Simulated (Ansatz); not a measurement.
# Os (Os, isolated atom): the cost of one run

Method: DFT, plane waves (420 eV) with PBE-made PAW files, scalar-relativistic; functionals as named at each step, in Ansatz 0.2.0.

**1. Starting point**

A box of 14.0 × 14.4 × 14.8 Å, with unequal sides, keeps the periodic images far apart.

Coordinates:

```xyz
1
Lattice="14.0000 0.0000 0.0000 0.0000 14.4000 0.0000 0.0000 0.0000 14.8000" Properties=species:S:1:pos:R:3 pbc="T T T"
Os    7.0000    7.2000    7.4000
```

**2. PBE**

The run with PBE.

Contents of input.yaml:

```yaml
crystal:
  lattice:
    - [14.0, 0.0, 0.0]
    - [0.0, 14.4, 0.0]
    - [0.0, 0.0, 14.8]
  atoms:
    - { symbol: Os, position: [0.5, 0.5, 0.5], spin: 4.0 }
  symmetry: { detect: false, time_reversal: true }
hamiltonian:
  xc: pbe
  pseudopotentials:
    kind: paw
    azcp:
      Os: "pseudopotentials/Os.paw.azcp"
basis:
  ecutwfc: 420
  fft_grid_basis: typed
kpoints:
  mp_grid: { grid: [1, 1, 1], shift: [0, 0, 0] }
magnetization:
  spin_polarized: true
scf:
  occupations: { method: fermi_dirac, width: 0.01 }
output:
  write_density: true
  write_potential: true
  elf: true
  volumetric_format: npy
```

On the command line:

```
ansatz run input.yaml --threads 4 --pin off --max-ram 10240MiB --backend cpu --events-out ev --progress --plain --runs-dir out
```

**Question.** How long does this run take on 4 threads of Arm Neoverse V1, shared host, and how much memory does it need?

About 85 s, with a peak of 1.5 GiB.
